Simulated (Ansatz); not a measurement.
**CH₂GaS radical (SMILES [CH2]1[S][Ga]1): one structure at several levels**

An exercise on one series of results from a longer session: the logs are not shown, and one member is left open.

The runs use Ansatz 0.2.0, Gaussian basis; single points in def2-TZVPP.

Cores are frozen in the correlated methods. Filled d shells of the heavier atoms are correlated. Orbitals are unrestricted.

## The starting structure

5 atoms, charge 0, spin multiplicity 2.

Atoms are counted from 1 here; the program's logs count them from 0.

Bond lengths: C1–S2 1.646 Å, C1–H4 1.260 Å, C1–H5 1.006 Å, S2–Ga3 2.434 Å. Angles: S2–C1–H4 122.6°, S2–C1–H5 112.5°, H4–C1–H5 113.0°, C1–S2–Ga3 74.6°.

Coordinates:

```xyz
5

C     0.16390   -0.33340    0.33830
S     0.67030    1.22760    0.21100
Ga   -1.28790    1.06460   -1.22500
H     0.57500   -1.24450   -0.42850
H     0.07540   -0.63340    1.29420
```

Set-up of the first run:

The input, run/in.yaml:

```yaml
crystal:
  periodic: [false, false, false]
  atoms:
    - {symbol: C, position_ang: [0.163900, -0.333400, 0.338300]}
    - {symbol: S, position_ang: [0.670300, 1.227600, 0.211000]}
    - {symbol: Ga, position_ang: [-1.287900, 1.064600, -1.225000]}
    - {symbol: H, position_ang: [0.575000, -1.244500, -0.428500]}
    - {symbol: H, position_ang: [0.075400, -0.633400, 1.294200]}
basis:
  gaussian: {orbitals: def2-TZVPP}
magnetization: {spin_polarized: true, initial_magnetization: 1}
correlation: {method: ccsd_t}
scf: {omitted_lower_state_checks: [cluster_reference]}
output: {forces: true}
```

The command line of these runs was not kept.

Steps of the session up to this table: CCSD(T)/def2-TZVPP; PBE0-D4/def2-TZVPP; wB97M-V/def2-TZVPP; r2SCAN-D4/def2-TZVPP; PBE-D4/def2-TZVPP; r2SCANh-D4/def2-TZVPP; HSE06-D4/def2-TZVPP.

One table of the session follows, with a row left open; its other results are not shown here.

```
    method  RMS force component (eV/Å)  angle to CCSD(T) forces (°)  dipole (D)
   CCSD(T)                       2.075                    reference        1.52
   PBE0-D4                           ?                            ?           ?
   wB97M-V                       2.021                          3.5        1.69
 r2SCAN-D4                       2.022                          3.4        1.44
    PBE-D4                       2.018                          5.2        1.38
r2SCANh-D4                       2.030                          3.9        1.52
  HSE06-D4                       2.033                          4.4        1.59
```

Q: Estimate the row for PBE0-D4 from the others.

The run gave: RMS force component (eV/Å): 2.033; angle to CCSD(T) forces (°): 4.4; dipole (D): 1.61.
